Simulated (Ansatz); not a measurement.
# SiGe2: the cell at several levels of theory

Cell and atoms of SiGe2 as one 6-atom ordering (P3m1) on the diamond lattice are relaxed in turn with PBE and r2SCAN. This is a trial cell built on a prototype, not taken from a measured structure, and it needn't be the compound's ground state.

Program: Ansatz 0.2.0. PAW datasets, plane waves, zero pressure. The structure was generated, not taken from experiment, and needn't be the ground state; spin polarisation is off.

### Step 1. The structure to begin with

This is the cell as the run starts from it, not yet at rest; its lengths are not the crystal's.

Space group P3m1 (No. 156), trigonal; conventional cell a = 3.821 Å, c = 9.360 Å, 19.73 Å³ an atom. Si has 4 Ge at 2.34 Å; Ge has 4 Ge at 2.34 Å; Ge has 4 Si at 2.34 Å; Ge has 3 Si at 2.34 Å and 1 Ge at 2.34 Å.

Coordinates:

```xyz
6
Lattice="3.8212 0.0000 0.0000 -1.9106 3.3093 0.0000 0.0000 0.0000 9.3600" Properties=species:S:1:pos:R:3 pbc="T T T"
Si    0.0000    0.0000    0.0000
Si    1.9106    1.1031    6.2400
Ge    0.0000    2.2062    3.1200
Ge    1.9106    1.1031    8.5800
Ge    0.0000    2.2062    5.4600
Ge    0.0000    0.0000    2.3400
```

### Step 2. Relaxing with PBE

The input, input.yaml:

```yaml
crystal:
  lattice:
    - [3.8212039987, 0.0, 0.0]
    - [-1.9106019994, 3.309259736, 0.0]
    - [0.0, 0.0, 9.36]
  atoms:
    - { symbol: Si, position: [0.0, 0.0, 0.0] }
    - { symbol: Si, position: [0.6666666667, 0.3333333333, 0.6666666667] }
    - { symbol: Ge, position: [0.3333333333, 0.6666666667, 0.3333333333] }
    - { symbol: Ge, position: [0.6666666667, 0.3333333333, 0.9166666667] }
    - { symbol: Ge, position: [0.3333333333, 0.6666666667, 0.5833333333] }
    - { symbol: Ge, position: [0.0, 0.0, 0.25] }
kpoints:
  mp_grid: { grid: [12, 12, 4] }
hamiltonian:
  xc: pbe
scf:
  occupations: { method: fermi_dirac, width: 0.02 }
relax:
  f_tol: 0.005
  cell: {}
```

Run with:

```console
$ ansatz run input.yaml --threads 4 --pin off --max-ram 6451MiB --backend cpu --events-out ev --progress --plain --runs-dir out
```

The runs that follow: Relaxation with r2SCAN.

Q: Predict the outcome of this session. Wanted: for each run, a; c; volume; space group; SCF geometries.

The runs gave:

| level | a (Å) | c (Å) | volume (Å³/atom) | space group | SCF geometries |
| --- | --- | --- | --- | --- | --- |
| PBE | 3.996 | 9.789 | 22.558 | P3m1 | 8 |
| r2SCAN | 3.954 | 9.658 | 21.793 | P3m1 | 5 |

From the start to the first minimum the volume moved by +14.4 %. The volume runs from r2SCAN (least) to PBE (most), a spread of 3.5 %, or 1.2 % in length if all axes shared it alike. The meshes differ: PBE 12×12×4, r2SCAN 6×6×2.
